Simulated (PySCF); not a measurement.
# AlBr4−: NMR shifts and electronic excitations in gas and solvents

Aim: compute the NMR shifts and electronic excitations of AlBr4− (`[Br][Al-]([Br])([Br])[Br]`), and see what a dielectric continuum does where one was used.

Programs: PySCF 2.14.0, with density-fitted response routines of our own. Each step states its level of theory. These are calculated values for one molecule, in the gas phase or a continuum, unless marked as measured. Atoms count from 0, in the outputs and in this text.

**1. The molecule as given**

5 atoms, charge -1, multiplicity 1; geometry from: GFN2-xTB.

Bonds of the start (Å): Br0–Al1 2.32, Al1–Br2 2.32, Al1–Br3 2.32, Al1–Br4 2.32.

**2. Optimising the geometry at PBE0-D3(BJ)/def2-SVP**

The job: settings as JSON, then the geometry in Å.

```
{"job": {"xc": "PBE0", "basis": "def2-SVP", "d3": "d3bj", "grid": 1, "kind": "geom"}, "charge": -1, "multiplicity": 1}
Br     0.359630    -1.741970    -1.487457
Al     0.001680     0.000811    -0.003302
Br    -0.694453     1.877388    -1.169525
Br     1.971465     0.476608     1.119365
Br    -1.629700    -0.609984     1.523734
```

Log:

```text
step   0  E = -10536.82356042  max force = 0.002770
step   1  E = -10536.82354026  max force = 0.001851
step   2  E = -10536.82359629  max force = 0.001048
step   3  E = -10536.82360837  max force = 0.000548
step   4  E = -10536.82359942  max force = 0.000402
step   5  E = -10536.82359224  max force = 0.000362
step   6  E = -10536.82359608  max force = 0.000384
step   7  E = -10536.82359781  max force = 0.000395
optimisation converged
```

Run time: 2.4 min. Hardware: 1 thread, shared host.

Along the way:

```csv
step,energy from step 0 (eV),largest force component (eV/Å)
0,0.0000,0.1424
1,0.0005,0.0952
2,-0.0010,0.0539
3,-0.0013,0.0282
4,-0.0011,0.0207
5,-0.0009,0.0186
6,-0.0010,0.0197
7,-0.0010,0.0203
```

Distances of close pairs at the start and the end, largest changes first:

```csv
bond,before (Å),after (Å),change (Å)
Al1–Br4,2.317,2.328,+0.012
Br0–Al1,2.317,2.325,+0.008
Al1–Br2,2.317,2.324,+0.007
Al1–Br3,2.317,2.323,+0.007
```

The end geometry stands in the next job.

```csv
at the end point,value
point group (found at 0.08 Å tolerance),Td
"rotational constants (GHz, main isotopes)","0.447, 0.444, 0.442"
```

**3. Shielding tensors: PBE0/pcSseg-1 in chloroform**

The job: settings as JSON, then the geometry in Å.

```
{"job": {"kind": "nmr", "xc": "PBE0", "basis": "pcSseg-1", "solvent": "chloroform", "pop": true}, "charge": -1, "multiplicity": 1}
Br     0.475526    -1.579953    -1.578325
Al    -0.068929     0.043019    -0.005418
Br    -0.580349     2.027770    -1.100753
Br     1.767373     0.384465     1.376148
Br    -1.886392    -0.658125     1.269766
```

With the program's defaults for keys left out, this is: GIAO PBE0/pcSseg-1 NMR shielding, non-relativistic, IEF-PCM chloroform.

Log:

```text
coarse grid: 35680 points
cycle   1  E = -10537.0450999891  dE = -4.705e+00  |g| = 1.327e+00  |ddm| = 2.616e+00
cycle   2  E = -10537.0755752439  dE = -3.048e-02  |g| = 5.343e-01  |ddm| = 6.383e-01
cycle   3  E = -10537.0916243853  dE = -1.605e-02  |g| = 1.178e-01  |ddm| = 3.619e-01
cycle   4  E = -10537.0941944515  dE = -2.570e-03  |g| = 3.606e-02  |ddm| = 1.497e-01
cycle   5  E = -10537.0945813141  dE = -3.869e-04  |g| = 5.093e-03  |ddm| = 4.196e-02
cycle   6  E = -10537.0945853619  dE = -4.048e-06  |g| = 3.862e-04  |ddm| = 6.193e-03
final grid: 64192 points
cycle   7  E = -10537.0945853801  dE = -1.091e-07  |g| = 3.163e-04  |ddm| = 1.063e-03
cycle   8  E = -10537.0945853833  dE = -3.220e-09  |g| = 2.978e-04  |ddm| = 5.014e-04
cycle   9  E = -10537.0945853906  dE = -7.300e-09  |g| = 2.076e-05  |ddm| = 2.180e-04
cycle  10  E = -10537.0945853907  dE = -5.457e-11  |g| = 5.268e-06  |ddm| = 1.965e-05
converged SCF energy = -10537.0945853907

GIAO shielding tensors (ppm)
atom      isotropic    diamagn.    paramagn.     s11        s22        s33       span
  0 Br    2585.899    3125.670    -539.771   2426.362   2427.204   2904.130    477.769
  1 Al     431.523     790.163    -358.639    430.498    431.352    432.719      2.221
  2 Br    2587.412    3125.569    -538.157   2427.120   2430.291   2904.825    477.705
  3 Br    2584.843    3125.686    -540.843   2424.757   2427.001   2902.772    478.015
  4 Br    2590.618    3125.564    -534.946   2430.837   2432.284   2908.732    477.895
```

Run time: 41 s. Hardware: 1 thread, shared host.

Shifts follow as δ = σ(reference) − σ, with reference shieldings (ppm) from runs at the same level and on the same kind of geometry: 27Al AlH4- 481.4. The references are single molecules in the same continuum. Shifts against hydride references such as AlH4− lie on their own scale. Atoms listed in one row are averaged.

```csv
atoms,environment,σ (ppm),δ (ppm)
"Br0, Br2, Br3, Br4",bromine bonded to Al,2587,–
Al1,aluminium bonded to 4 Br,431.5,49.8
```

The run also stored atomic charges by several schemes (e):

```csv
atoms,Mulliken,IAO,Hirshfeld,ESP fit
"Br0, Br2, Br3, Br4",-0.49,-0.40,-0.30,-0.30
Al1,0.97,0.60,0.22,0.21
```

Mayer bond orders: Br0–Al1 0.81, Al1–Br2 0.81, Al1–Br3 0.81, Al1–Br4 0.81.

**4. NMR shieldings: PBE0/pcSseg-1 in cyclohexane**

The job: settings as JSON, then the geometry in Å.

```
{"job": {"kind": "nmr", "xc": "PBE0", "basis": "pcSseg-1", "solvent": "cyclohexane", "pop": false}, "charge": -1, "multiplicity": 1}
Br     0.475526    -1.579953    -1.578325
Al    -0.068929     0.043019    -0.005418
Br    -0.580349     2.027770    -1.100753
Br     1.767373     0.384465     1.376148
Br    -1.886392    -0.658125     1.269766
```

Level: GIAO PBE0/pcSseg-1 NMR shielding, non-relativistic, IEF-PCM cyclohexane.

Log:

```text
coarse grid: 35680 points
cycle   1  E = -10537.0252611909  dE = -4.686e+00  |g| = 1.326e+00  |ddm| = 2.617e+00
cycle   2  E = -10537.0554690420  dE = -3.021e-02  |g| = 5.344e-01  |ddm| = 6.276e-01
cycle   3  E = -10537.0707060027  dE = -1.524e-02  |g| = 1.248e-01  |ddm| = 3.622e-01
cycle   4  E = -10537.0736151295  dE = -2.909e-03  |g| = 4.281e-02  |ddm| = 1.624e-01
cycle   5  E = -10537.0741549757  dE = -5.398e-04  |g| = 5.655e-03  |ddm| = 4.854e-02
cycle   6  E = -10537.0741599675  dE = -4.992e-06  |g| = 4.057e-04  |ddm| = 6.860e-03
final grid: 64192 points
cycle   7  E = -10537.0741599692  dE = -1.097e-07  |g| = 3.124e-04  |ddm| = 1.051e-03
cycle   8  E = -10537.0741599727  dE = -3.482e-09  |g| = 2.851e-04  |ddm| = 4.793e-04
cycle   9  E = -10537.0741599793  dE = -6.612e-09  |g| = 2.284e-05  |ddm| = 2.087e-04
cycle  10  E = -10537.0741599794  dE = -7.276e-11  |g| = 5.654e-06  |ddm| = 1.872e-05
converged SCF energy = -10537.0741599794

GIAO shielding tensors (ppm)
atom      isotropic    diamagn.    paramagn.     s11        s22        s33       span
  0 Br    2586.722    3125.705    -538.983   2427.300   2428.168   2904.698    477.398
  1 Al     431.954     790.136    -358.182    430.987    431.800    433.074      2.087
  2 Br    2588.328    3125.606    -537.278   2428.186   2431.371   2905.428    477.242
  3 Br    2585.640    3125.721    -540.080   2425.682   2427.922   2903.317    477.635
  4 Br    2591.600    3125.602    -534.002   2432.006   2433.459   2909.336    477.330
```

It took 38 s on 1 thread, shared host.

In short: σ Br0 2588, Al1 432.0 ppm (means over like atoms).

**5. TDDFT and polarisability: CAM-B3LYP/def2-SVPD**

The job: settings as JSON, then the geometry in Å.

```
{"job": {"kind": "uv", "xc": "CAM-B3LYP", "basis": "def2-SVPD", "dynamic": true, "nstates": 6, "ntriplets": 0}, "charge": -1, "multiplicity": 1}
Br     0.475526    -1.579953    -1.578325
Al    -0.068929     0.043019    -0.005418
Br    -0.580349     2.027770    -1.100753
Br     1.767373     0.384465     1.376148
Br    -1.886392    -0.658125     1.269766
```

With the program's defaults for keys left out, this is: TDDFT CAM-B3LYP/def2-SVPD, vertical, gas phase, core orbitals frozen in the response.

Log:

```text
coarse grid: 35680 points
cycle   1  E = -10538.6001152808  dE = -4.120e+00  |g| = 3.574e-01  |ddm| = 2.872e+00
cycle   2  E = -10538.6219499286  dE = -2.183e-02  |g| = 2.338e-01  |ddm| = 1.045e+00
cycle   3  E = -10538.6382675950  dE = -1.632e-02  |g| = 7.702e-02  |ddm| = 4.513e-01
cycle   4  E = -10538.6396336529  dE = -1.366e-03  |g| = 5.057e-03  |ddm| = 9.430e-02
cycle   5  E = -10538.6396520636  dE = -1.841e-05  |g| = 2.971e-03  |ddm| = 2.330e-02
cycle   6  E = -10538.6396536970  dE = -1.633e-06  |g| = 4.004e-04  |ddm| = 4.534e-03
final grid: 64192 points
cycle   7  E = -10538.6396290273  dE = -1.158e-07  |g| = 3.452e-04  |ddm| = 1.853e-03
cycle   8  E = -10538.6396290308  dE = -3.469e-09  |g| = 3.119e-04  |ddm| = 7.610e-04
cycle   9  E = -10538.6396290576  dE = -2.679e-08  |g| = 3.063e-05  |ddm| = 4.133e-04
cycle  10  E = -10538.6396290578  dE = -2.237e-10  |g| = 8.752e-06  |ddm| = 4.522e-05
converged SCF energy = -10538.6396290578

Static polarisability (au): isotropic 121.149, principal 120.895 121.094 121.458

Singlet excitations
state   eV       nm        f      main configurations
  1   6.1946    200.1   0.00004   H->L 0.80
  2   6.2029    199.9   0.00002   H-1->L 0.80
  3   6.2072    199.7   0.00003   H-2->L 0.80
  4   6.7164    184.6   0.25839   H-3->L 0.62, H-1->L+1 0.11, H->L+2 0.09
  5   6.7222    184.4   0.25821   H-4->L 0.62, H-2->L+1 0.12, H->L+3 0.09
  6   6.7348    184.1   0.25950   H-5->L 0.61, H-1->L+3 0.11, H-2->L+2 0.10
```

Wall time 53 s (1 thread, shared host).

The orbitals next to the gap, with their largest atomic shares:

```csv
orbital,eV,atoms
HOMO−3,-5.91,"Br4 27 %, Br2 25 %, Br0 21 %"
HOMO−2,-5.38,"Br2 36 %, Br4 35 %, Br0 24 %"
HOMO−1,-5.38,"Br3 36 %, Br4 34 %, Br0 16 %"
HOMO,-5.36,"Br3 37 %, Br0 36 %, Br2 25 %"
LUMO,3.30,"Al1 48 %, Br4 13 %, Br2 13 %"
LUMO+1,4.12,"Br4 56 %, Br2 22 %, Br0 12 %"
LUMO+2,4.13,"Br2 44 %, Br0 31 %, Br3 15 %"
```

With each of the 6 states as a Gaussian band of 0.4 eV half-width at 1/e, the curve within the window shown has maxima at 184 nm (ε 31,000) L/(mol cm). Beyond the last state computed it falls off for lack of states. The curve at chosen wavelengths:

nm, ε (L/mol/cm) and a bar:
```
      176      17215 #################
      178      22485 ######################
      180      27078 ##########################
      181      28871 ############################
      183      31076 ##############################
      185      31220 ##############################
      187      29402 ############################
      189      26063 #########################
      190      24016 #######################
      192      19579 ###################
      194      15161 ###############
      196      11188 ###########
      198       7893 ########
      199       6524 ######
      201       4324 ####
      203       2759 ###
      205       1699 ##
      207       1012 #
      208        772 #
      210        439 
      212        243 
      214        131 
      216         69 
      217         50 
      219         25 
      221         13
```

Ground-state properties from the same run:

```csv
property,computed
polarisability (Å³),17.95
HOMO–LUMO gap (eV),8.66
−ε(HOMO) (eV),5.36
C6 with itself (au),4788
```

**6. TDDFT and polarisability: CAM-B3LYP/def2-SVPD in chloroform**

The job: settings as JSON, then the geometry in Å.

```
{"job": {"kind": "uv", "xc": "CAM-B3LYP", "basis": "def2-SVPD", "solvent": "chloroform", "nstates": 6, "ntriplets": 0}, "charge": -1, "multiplicity": 1}
Br     0.475526    -1.579953    -1.578325
Al    -0.068929     0.043019    -0.005418
Br    -0.580349     2.027770    -1.100753
Br     1.767373     0.384465     1.376148
Br    -1.886392    -0.658125     1.269766
```

Level: TDDFT CAM-B3LYP/def2-SVPD, vertical, IEF-PCM chloroform (non-equilibrium linear response), core orbitals frozen in the response.

Log:

```text
coarse grid: 35680 points
cycle   1  E = -10538.6529118524  dE = -4.172e+00  |g| = 3.626e-01  |ddm| = 2.872e+00
cycle   2  E = -10538.6758701594  dE = -2.296e-02  |g| = 2.285e-01  |ddm| = 1.050e+00
cycle   3  E = -10538.6924972582  dE = -1.663e-02  |g| = 6.321e-02  |ddm| = 4.651e-01
cycle   4  E = -10538.6932360809  dE = -7.388e-04  |g| = 4.723e-03  |ddm| = 7.623e-02
cycle   5  E = -10538.6932530196  dE = -1.694e-05  |g| = 1.107e-03  |ddm| = 2.308e-02
cycle   6  E = -10538.6932533452  dE = -3.255e-07  |g| = 4.085e-04  |ddm| = 2.543e-03
final grid: 64192 points
cycle   7  E = -10538.6932287432  dE = -1.091e-07  |g| = 3.126e-04  |ddm| = 1.300e-03
cycle   8  E = -10538.6932287506  dE = -7.398e-09  |g| = 2.366e-04  |ddm| = 6.270e-04
cycle   9  E = -10538.6932287584  dE = -7.785e-09  |g| = 8.078e-06  |ddm| = 2.438e-04
cycle  10  E = -10538.6932287585  dE = -4.547e-11  |g| = 5.595e-06  |ddm| = 2.710e-05
converged SCF energy = -10538.6932287585

Static polarisability (au): isotropic 151.491, principal 151.175 151.394 151.903

Singlet excitations
state   eV       nm        f      main configurations
  1   6.5260    190.0   0.00002   H->L 0.79
  2   6.5328    189.8   0.00001   H-1->L 0.79
  3   6.5357    189.7   0.00001   H-2->L 0.79
  4   7.0698    175.4   0.41740   H-3->L 0.71
  5   7.0775    175.2   0.41949   H-4->L 0.71
  6   7.0953    174.7   0.43502   H-5->L 0.71
```

Run time: 50 s. Hardware: 1 thread, shared host.

In short: HOMO -8.31 eV, LUMO 0.90 eV; lowest singlet 6.53 eV.

**7. Ultraviolet spectrum: CAM-B3LYP/def2-SVPD in cyclohexane**

The job: settings as JSON, then the geometry in Å.

```
{"job": {"kind": "uv", "xc": "CAM-B3LYP", "basis": "def2-SVPD", "solvent": "cyclohexane", "nstates": 6, "ntriplets": 0}, "charge": -1, "multiplicity": 1}
Br     0.475526    -1.579953    -1.578325
Al    -0.068929     0.043019    -0.005418
Br    -0.580349     2.027770    -1.100753
Br     1.767373     0.384465     1.376148
Br    -1.886392    -0.658125     1.269766
```

With the program's defaults for keys left out, this is: TDDFT CAM-B3LYP/def2-SVPD, vertical, IEF-PCM cyclohexane (non-equilibrium linear response), core orbitals frozen in the response.

Log:

```text
coarse grid: 35680 points
cycle   1  E = -10538.6337342557  dE = -4.153e+00  |g| = 3.606e-01  |ddm| = 2.872e+00
cycle   2  E = -10538.6556292855  dE = -2.190e-02  |g| = 2.333e-01  |ddm| = 1.047e+00
cycle   3  E = -10538.6725637038  dE = -1.693e-02  |g| = 6.878e-02  |ddm| = 4.608e-01
cycle   4  E = -10538.6735490397  dE = -9.853e-04  |g| = 4.415e-03  |ddm| = 8.424e-02
cycle   5  E = -10538.6735663891  dE = -1.735e-05  |g| = 6.539e-04  |ddm| = 2.282e-02
cycle   6  E = -10538.6735665319  dE = -1.429e-07  |g| = 3.473e-04  |ddm| = 1.710e-03
final grid: 64192 points
cycle   7  E = -10538.6735418897  dE = -9.746e-08  |g| = 2.866e-04  |ddm| = 1.419e-03
cycle   8  E = -10538.6735418948  dE = -5.133e-09  |g| = 2.260e-04  |ddm| = 5.435e-04
cycle   9  E = -10538.6735419035  dE = -8.698e-09  |g| = 1.255e-05  |ddm| = 2.548e-04
cycle  10  E = -10538.6735419036  dE = -4.002e-11  |g| = 7.981e-06  |ddm| = 2.934e-05
converged SCF energy = -10538.6735419036

Static polarisability (au): isotropic 136.101, principal 135.806 136.020 136.478

Singlet excitations
state   eV       nm        f      main configurations
  1   6.4084    193.5   0.00003   H->L 0.80
  2   6.4164    193.2   0.00002   H-1->L 0.79
  3   6.4200    193.1   0.00002   H-2->L 0.79
  4   6.9408    178.6   0.39954   H-3->L 0.69
  5   6.9479    178.4   0.40143   H-4->L 0.68
  6   6.9638    178.0   0.41205   H-5->L 0.68
```

Wall time 49 s (1 thread, shared host).

In short: HOMO -7.23 eV, LUMO 1.79 eV; lowest singlet 6.41 eV.

**8. Side by side: NMR shifts**

Isotropic shieldings (ppm), means over like atoms, with basis size and wall time:

```csv
run,Br0,Al1,functions,time
PBE0/pcSseg-1 in chloroform,2587,431.5,188,41 s
PBE0/pcSseg-1 in cyclohexane,2588,432.0,188,38 s
```

The continuum's effect on the ground state:

```csv
solvent,ε,polarisation energy (Eh)
cyclohexane,2.02,-0.0355
chloroform,4.71,-0.0560
```

**9. Comparing the runs: electronic excitations**

Excitations and ground-state properties, with basis size and wall time:

```csv
run,lowest singlet (eV),brightest (eV),f,gap (eV),α (Å³),functions,time
CAM-B3LYP/def2-SVPD,6.19,6.73,0.260,8.66,17.95,188,53 s
CAM-B3LYP/def2-SVPD in chloroform,6.53,7.10,0.435,9.21,22.45,188,50 s
CAM-B3LYP/def2-SVPD in cyclohexane,6.41,6.96,0.412,9.02,20.17,188,49 s
```

The continuum's effect on the ground state:

```csv
solvent,ε,polarisation energy (Eh)
cyclohexane,2.02,-0.0340
chloroform,4.71,-0.0539
```

**10. What came out**

```
                                                                        quantity                        value
                                            rotational constants (main isotopes)         0.45, 0.44, 0.44 GHz
                           27Al shifts against AlH4- (PBE0/pcSseg-1, chloroform)                     49.8 ppm
shieldings of Br (PBE0/pcSseg-1, chloroform, a mean where the table joins atoms)               Br0 2587.2 ppm
                                            lowest singlet (CAM-B3LYP/def2-SVPD)  6.19 eV (200 nm), f = 0.000
                                        brightest single state of those computed  state 6, 6.73 eV, f = 0.260
                                                   range of the shielding of Br0             2587 to 2588 ppm
                                                     range of the lowest singlet              6.19 to 6.53 eV
```

**Reading.** With PBE0/def2-SVP, its start was all but relaxed already: 7 steps gained 1.0 meV. At PBE0/pcSseg-1: The largest span, 478 ppm, is at Br0, Br2, Br3, Br4, where the paramagnetic term is -538 ppm. The lowest singlet, at 6.19 eV, is HOMO→LUMO 0.80 and is dark; of the 6 states computed, the strongest absorption comes from states 4 to 6 together at 6.73 eV (the last computed, so partners may be missing). The lowest singlet lies above −ε(HOMO); no detachment energy was computed, so the anion's states may not be bound. In ppm, Br0 (with its like atoms) moves most: its shielding spreads over 1 ppm, from 2587 (PBE0/pcSseg-1 in chloroform) to 2588 (PBE0/pcSseg-1 in cyclohexane). The continuum holds electrostatics alone: no hydrogen bonds to the solvent, and the gas-phase geometry is kept. The lowest singlet runs from 6.19 eV (CAM-B3LYP/def2-SVPD) to 6.53 eV (CAM-B3LYP/def2-SVPD in chloroform), while the orbital gap spans 8.66 to 9.21 eV. The lowest state need not be the same one in every run. Spin-orbit coupling is left out, which matters for shieldings and couplings at and beside the heavy atoms.
